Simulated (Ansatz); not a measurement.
# Sr4HfO: the cost of one run

Program: Ansatz 0.2.0. Level of theory: DFT PBE, scalar-relativistic, plane waves, PAW. These are calculated values, not measurements.

## 1. The system as given

Symmetry: P-6m2, No. 187, hexagonal system. Conventional cell: a = 3.424 Å, b = 3.424 Å, c = 13.572 Å, α = 90.00°, β = 90.00°, γ = 120.00°. Sr (site symmetry 3m) has 3 Hf at 2.63 Å as nearest neighbours. Sr (site symmetry 3m) has 3 O at 2.59 Å as nearest neighbours. Hf (site symmetry -6m2) has 6 Sr at 2.63 Å as nearest neighbours. O (site symmetry -6m2) is surrounded by 6 Sr at 2.59 Å.

As a file:

```
CELL_PARAMETERS angstrom
3.42438 0.00000 0.00000
-1.71219 2.96560 0.00000
0.00000 0.00000 13.57151
ATOMIC_POSITIONS crystal
Sr 0.66667 0.33333 0.62764
Sr 0.00000 0.00000 0.87715
Sr 0.00000 0.00000 0.12285
Sr 0.66667 0.33333 0.37236
Hf 0.00000 0.00000 0.50000
O 0.66667 0.33333 0.00000
```

The cell is invented: species swapped into a database cell of NbWSe4 (P-6m2, No. 187), with Hf on the Nb sites, O on the W sites and Sr on the Se sites. Lengths come from tabulated atomic sizes and are only a guess.

## 2. A first look at the guess

input.yaml reads:

```yaml
crystal:
  lattice:
    - [3.42438079, 0.0, 0.0]
    - [-1.71219039, 2.96560075, 0.0]
    - [0.0, 0.0, 13.57151259]
  atoms:
    - { symbol: Sr, position: [0.66666667, 0.33333333, 0.62764102] }
    - { symbol: Sr, position: [0.0, 0.0, 0.87715101] }
    - { symbol: Sr, position: [0.0, 0.0, 0.12284899] }
    - { symbol: Sr, position: [0.66666667, 0.33333333, 0.37235898] }
    - { symbol: Hf, position: [0.0, 0.0, 0.5] }
    - { symbol: O, position: [0.66666667, 0.33333333, 0.0] }
basis:
  ecutwfc: 420
kpoints:
  mp_grid: { grid: [6, 6, 2] }
hamiltonian:
  xc: pbe
scf:
  occupations: { method: gaussian, width: 0.1 }
  lower_state_search: "off"
output:
  forces: true
  stress: true
  eigenvalues: true
```

The run is started by

```
$ ansatz run input.yaml --threads 1 --pin off --max-ram 2560MiB --backend cpu --events-out ev --progress --plain --runs-dir out
```

What time and memory should one allow on 1 thread of Intel Xeon at 2.70GHz, shared host?

About 9.1 s, with a peak of 0.4 GiB.
